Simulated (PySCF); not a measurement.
# C₆H₇N: excited states, first hyperpolarisability

What do calculations give for the excited states, first hyperpolarisability of C₆H₇N (`CC(C)C#CC#N`)?

Programs: PySCF 2.14.0, with routines of our own; each step states its level. All values are computed. Atoms count from 0.

## 1. The system as given

14 atoms, charge 0, multiplicity 1; geometry from: GFN2-xTB.

## 2. Excited states: TDA CAM-B3LYP/def2-SVPD

Job settings and geometry (Å):

```
{"job": {"kind": "states", "xc": "CAM-B3LYP", "basis": "def2-SVPD", "tda": true, "soc": true, "nstates": 6, "ntriplets": 5, "nquad": 4}, "charge": 0, "multiplicity": 1}
C     -1.174878    -1.222641    -0.135549
C     -0.463075     0.033558     0.377108
C     -1.080909     1.305733    -0.212528
C      0.941676    -0.029256     0.044887
C      2.109238    -0.082515    -0.260846
C      3.429364    -0.142524    -0.587721
N      4.543887    -0.193473    -0.864921
H     -0.725082    -2.117696     0.288257
H     -1.105621    -1.281704    -1.219590
H     -2.224979    -1.193510     0.145369
H     -0.546061     0.069847     1.471227
H     -0.564510     2.188748     0.157420
H     -1.010117     1.293310    -1.298146
H     -2.129610     1.371649     0.067888
```

With the program's defaults for keys left out, this is: TDA CAM-B3LYP/def2-SVPD excited states, vertical, gas phase, spin-orbit mean-field couplings.

Launch:

```
$ OMP_NUM_THREADS=1 python excited_run.py task.json out
```

One launch serves the whole session: the jobs run in the order shown.

Standard output:

```text
coarse grid: 11920 points
cycle   1  E = -287.0447527185  dE =  1.033e+00  |g| = 4.690e-01  |ddm| = 2.843e+01
cycle   2  E = -286.9695141466  dE =  7.524e-02  |g| = 7.793e-01  |ddm| = 5.542e+00
cycle   3  E = -287.1034223225  dE = -1.339e-01  |g| = 7.542e-02  |ddm| = 1.417e+00
cycle   4  E = -287.1045812145  dE = -1.159e-03  |g| = 3.814e-02  |ddm| = 3.200e-01
cycle   5  E = -287.1049261006  dE = -3.449e-04  |g| = 7.493e-03  |ddm| = 1.857e-01
cycle   6  E = -287.1049348694  dE = -8.769e-06  |g| = 4.591e-03  |ddm| = 4.096e-02
cycle   7  E = -287.1049403858  dE = -5.516e-06  |g| = 5.798e-04  |ddm| = 1.732e-02
final grid: 115848 points
cycle   8  E = -287.1631812117  dE = -3.192e-05  |g| = 3.167e-03  |ddm| = 4.990e-01
cycle   9  E = -287.1631812054  dE =  6.282e-09  |g| = 3.242e-03  |ddm| = 2.445e-02
cycle  10  E = -287.1631837778  dE = -2.572e-06  |g| = 7.475e-04  |ddm| = 6.192e-03
cycle  11  E = -287.1631839066  dE = -1.288e-07  |g| = 2.232e-04  |ddm| = 2.507e-03
cycle  12  E = -287.1631839187  dE = -1.208e-08  |g| = 3.584e-05  |ddm| = 9.575e-04
cycle  13  E = -287.1631839191  dE = -3.558e-10  |g| = 6.838e-06  |ddm| = 4.455e-04
converged SCF energy = -287.1631839191

Singlet excitations
state   eV       nm        f     d(h-e)  d(exc)  Lambda  PR(NTO)  |dmu|/D   mu/D   main configurations
  1   5.2547   235.9   0.00000   0.107   2.652   0.511   1.982    0.448    5.952   H->L 0.55, H-1->L+1 0.40
  2   5.4508   227.5   0.00050   0.128   2.673   0.803   2.037    0.522    6.028   H->L+1 0.48, H-1->L 0.48
  3   5.4514   227.4   0.00102   0.129   2.670   0.514   1.977    0.517    6.023   H-1->L+1 0.57, H->L 0.39
  4   7.7036   160.9   0.03348   0.865   3.603   0.389   1.031    2.924    2.783   H-1->L+2 0.79, H-1->L+3 0.14
  5   7.7092   160.8   0.02213   0.847   3.595   0.324   1.045                     H->L+2 0.80, H->L+3 0.14
  6   7.9260   156.4   0.00041   0.498   2.321   0.454   2.414                     H-6->L 0.35, H-7->L+1 0.18, H-3->L+1 0.12

Triplet excitations (Tamm-Dancoff)
state   eV     d(h-e)  d(exc)  Lambda  PR(NTO)   main configurations
  1   4.2783   0.014   2.500   0.788   2.133   H-1->L 0.47, H->L+1 0.44
  2   4.6982   0.050   2.562   0.508   2.083   H->L 0.48, H-1->L+1 0.45
  3   4.6986   0.050   2.562   0.795   2.084   H->L+1 0.50, H-1->L 0.43
  4   5.2563   0.110   2.650   0.512   2.038   H-1->L+1 0.51, H->L 0.45
  5   6.7384   0.410   2.046   0.665   2.706   H-6->L+1 0.31, H-7->L 0.21, H-5->L 0.10
S1 - T1 = 0.9764 eV

Spin-orbit couplings |<S|Hso|T>| (cm-1)
             T1       T2       T3       T4       T5
S0        0.132    0.541    0.075   12.733    0.114
S1        0.458    0.041    3.146    0.000    1.859
S2        0.051   36.062    0.038    0.982    0.037
S3        0.924    0.017   35.911    0.028    0.170
S4        0.883    1.343    0.879    1.506    0.478
S5        0.937    0.951    1.583    1.232    0.637
S6        2.322    0.008    0.304    0.128    0.720
T1 sublevels (cm-1): 0.000 0.000 0.166   radiative rates (1/s): 0.0117 0.0115 0.0161
```

Wall time 24 s (1 thread of Intel Xeon 6975P-C, shared host); peak memory 0.74 GiB.

In short:

```csv
quantity,value
S1 less T1,0.98 eV
```

## 3. First hyperpolarisability: quadratic response LC-wPBE/def2-SVPD

The job, as its differences from that of step 2:

```diff
@@ -1,2 +1,2 @@
-{"job": {"kind": "states", "xc": "CAM-B3LYP", "basis": "def2-SVPD", "tda": true, "soc": true, "nstates": 6, "ntriplets": 5, "nquad": 4}, "charge": 0, "multiplicity": 1}
+{"job": {"kind": "beta", "xc": "LC-wPBE", "basis": "def2-SVPD", "wavelengths": [1907, 1064]}, "charge": 0, "multiplicity": 1}
 C     -1.174878    -1.222641    -0.135549
```

With the program's defaults for keys left out, this is: quadratic response LC-wPBE/def2-SVPD first hyperpolarisability, Taylor convention, gas phase.

Standard output:

```text
coarse grid: 11920 points
cycle   1  E = -286.9928553851  dE =  1.209e+00  |g| = 5.130e-01  |ddm| = 2.108e+01
cycle   2  E = -286.9639846602  dE =  2.887e-02  |g| = 7.051e-01  |ddm| = 3.921e+00
cycle   3  E = -287.0693530738  dE = -1.054e-01  |g| = 5.176e-02  |ddm| = 1.537e+00
cycle   4  E = -287.0701078881  dE = -7.548e-04  |g| = 3.551e-02  |ddm| = 5.885e-01
cycle   5  E = -287.0703948824  dE = -2.870e-04  |g| = 1.152e-02  |ddm| = 1.792e-01
cycle   6  E = -287.0704272235  dE = -3.234e-05  |g| = 3.592e-03  |ddm| = 4.314e-02
cycle   7  E = -287.0704312829  dE = -4.059e-06  |g| = 6.296e-04  |ddm| = 2.475e-02
final grid: 115848 points
cycle   8  E = -287.1204114405  dE = -2.302e-05  |g| = 3.543e-03  |ddm| = 1.868e-01
cycle   9  E = -287.1204126639  dE = -1.223e-06  |g| = 2.980e-03  |ddm| = 5.076e-02
cycle  10  E = -287.1204144949  dE = -1.831e-06  |g| = 8.071e-04  |ddm| = 5.773e-03
cycle  11  E = -287.1204147156  dE = -2.207e-07  |g| = 1.891e-04  |ddm| = 2.219e-03
cycle  12  E = -287.1204147246  dE = -8.949e-09  |g| = 5.492e-05  |ddm| = 1.018e-03
cycle  13  E = -287.1204147252  dE = -6.575e-10  |g| = 2.197e-05  |ddm| = 5.827e-04
converged SCF energy = -287.1204147252

Lowest singlets (eV, f): 5.3006 0.0000  5.6006 0.0009  5.6013 0.0005

First hyperpolarisability (au)
process     nm      |vector|   parallel      HRS      DR
static         -      135.74      81.41      63.54   3.599
shg       1907.0      141.22      84.69      66.07    3.61
eope      1907.0      137.53      82.48          -       -
shg       1064.0      154.52      92.68      72.23   3.636
eope      1064.0      141.62      84.93          -       -
```

It took 24 s on 1 thread of Intel Xeon 6975P-C, shared host; peak memory 0.73 GiB.

## 4. Summary of results

```
                                               quantity                                                value
           S1 less T1 (step 2, TDA CAM-B3LYP/def2-SVPD)                                              0.98 eV
β vector (step 3, quadratic response LC-wPBE/def2-SVPD)  static 136, SHG 1907.0 nm 141, SHG 1064.0 nm 155 au
```

In step 2 some excited states are degenerate or nearly so. In step 2, the number of triplets below S1 is 3, and the largest singlet-triplet spin-orbit coupling is S2–T2, 36.06 cm⁻¹. β grows from 136 au (static) to 155 au for doubling at 1064.0 nm: normal dispersion, which grows as twice the photon energy moves toward the bright states.
